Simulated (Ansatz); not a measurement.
# ClFHISn, SMILES [F][SnH]([Cl])[I]: a short molecular-dynamics run

Computed with Ansatz 0.2.0 through its Python package.

`clfhisn.xyz`
```text
5

F     1.24330    1.53260    0.34410
Sn    0.00060    0.04870    0.16040
Cl    1.23710   -1.93310    0.14170
I    -1.32100    0.25680   -2.17970
H    -1.11010    0.02120    1.49210
```

Run as a notebook:

In [1]:
```python
import ansatz
import numpy as np
```

In [2]:
```python
BASIS_SET = "def2-SVP"
XC = "blyp"
N_STEPS = 30
TEMPERATURE_K = 500
```

In [3]:
```python
mol = ansatz.Crystal.molecule_from_extxyz("clfhisn.xyz")
```

In [4]:
```python
base = (
    mol.calculation()
    .basis(gaussian=BASIS_SET)
    .functional(XC)
    .accuracy("high")
    .md("nve", timestep=1.0, steps=N_STEPS, temperature=TEMPERATURE_K, initial_velocities="maxwell_boltzmann", seed=39)
)
frames = []
base.session().plan().execute(on_event=lambda e: frames.append(e["data"]) if e["event"] == "md_step" else None)
print("t (fs)   E_pot (eV)      E_kin (eV)   T (K)   d(0-1) (A)")
for f in frames[::1]:
    xyz = np.array(f["positions_ang"])
    print(f"{f['time_fs']:6.2f} {f['lagrangian_ev']:14.5f} {f['e_kin_ev']:10.5f} {f['temperature_k']:8.1f} {np.linalg.norm(xyz[0] - xyz[1]):9.4f}")
kept = np.array([f["conserved_ev"] for f in frames])
print(f"conserved energy moves by at most {1000 * np.ptp(kept):.3f} meV")
```
```text
t (fs)   E_pot (eV)      E_kin (eV)   T (K)   d(0-1) (A)
  0.00   -29181.32568    0.19389    500.0    1.9442
  1.00   -29181.32272    0.19103    492.6    1.9479
  2.00   -29181.31612    0.18460    476.0    1.9517
  3.00   -29181.30852    0.17717    456.9    1.9557
  4.00   -29181.30254    0.17130    441.7    1.9599
  5.00   -29181.29989    0.16867    435.0    1.9640
  6.00   -29181.30091    0.16962    437.4    1.9682
  7.00   -29181.30444    0.17301    446.2    1.9723
  8.00   -29181.30823    0.17662    455.5    1.9763
  9.00   -29181.30956    0.17781    458.5    1.9802
 10.00   -29181.30642    0.17465    450.4    1.9838
 11.00   -29181.29859    0.16695    430.5    1.9872
 12.00   -29181.28824    0.15684    404.5    1.9903
 13.00   -29181.27922    0.14805    381.8    1.9931
 14.00   -29181.27506    0.14396    371.2    1.9955
 15.00   -29181.27681    0.14558    375.4    1.9974
 16.00   -29181.28236    0.15088    389.1    1.9990
 17.00   -29181.28784    0.15614    402.7    2.0002
 18.00   -29181.28989    0.15813    407.8    2.0009
 19.00   -29181.28729    0.15560    401.3    2.0012
 20.00   -29181.28108    0.14955    385.7    2.0010
 21.00   -29181.27373    0.14237    367.1    2.0004
 22.00   -29181.26793    0.13670    352.5    1.9995
 23.00   -29181.26565    0.13446    346.7    1.9981
 24.00   -29181.26754    0.13630    351.5    1.9963
 25.00   -29181.27276    0.14139    364.6    1.9942
 26.00   -29181.27921    0.14766    380.8    1.9917
 27.00   -29181.28410    0.15238    393.0    1.9889
 28.00   -29181.28492    0.15313    394.9    1.9859
 29.00   -29181.28060    0.14888    383.9    1.9825
 30.00   -29181.27227    0.14075    363.0    1.9790
conserved energy moves by at most 0.696 meV
```

Caveats:
- These settings explore the input space; basis and method may be short of convergence.
- The trajectory is only some femtoseconds long, so its temperature is not equilibrated; where the script doesn't relax first, it starts from a rough generated geometry.
- def2 sets replace the cores of elements past krypton by effective core potentials.
- The temperature counts the internal degrees of freedom alone.
- With hydrogen a step over 0.5 fs is long.
- Hardware and time: 5.8 min on 1 thread of Intel(R) Xeon(R) Platinum 8375C CPU @ 2.90GHz (Ice Lake), on a shared host, peak memory 0.32 GiB.

(Lines on the test bed's own set-up are left out of the output.)
